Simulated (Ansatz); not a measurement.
KPt, 2 atoms in the cell. It takes space group P-6m2 (No. 187, hexagonal). The conventional cell has a = 3.001 Å, b = 3.001 Å, c = 5.346 Å, α = 90.00°, β = 90.00°, γ = 120.00°. Around Pt (site symmetry -6m2) lie 6 Pt at 3.00 Å and 6 K at 3.19 Å. K (site symmetry -6m2) has 6 K at 3.00 Å and 6 Pt at 3.19 Å as nearest neighbours. The cell comes from a database or a generator and needn't be the stable form of this composition.

* Program: Ansatz 0.2.0
* Task: relaxation of cell and atoms
* Functional: r2SCAN
* Potentials or basis: Ansatz PAW
* Cutoff: 500 eV (not typed: the program's choice for these potentials)
* k mesh: 10 × 10 × 5
* Occupations: fermi-dirac, width 0.05 eV
* Spin: no spin polarisation
* Target pressure: 2 GPa
* Target pressure (GPa): 2

Potentials or basis: Ansatz PAW.

Command:

```console
$ ansatz run input.yaml --threads 2 --pin off --max-ram 5632MiB --backend cpu --events-out ev --progress --plain --runs-dir out
```

Hardware: 2 threads of Arm Neoverse V1, with other jobs on the host.

How long does it take, and how much memory?

Run time: 20 s on 2 threads of Arm Neoverse V1 (shared host), peak memory 0.45 GiB. Counts: scf iterations 35, plane waves 1015, k points 42, bands 18, ion steps 5.
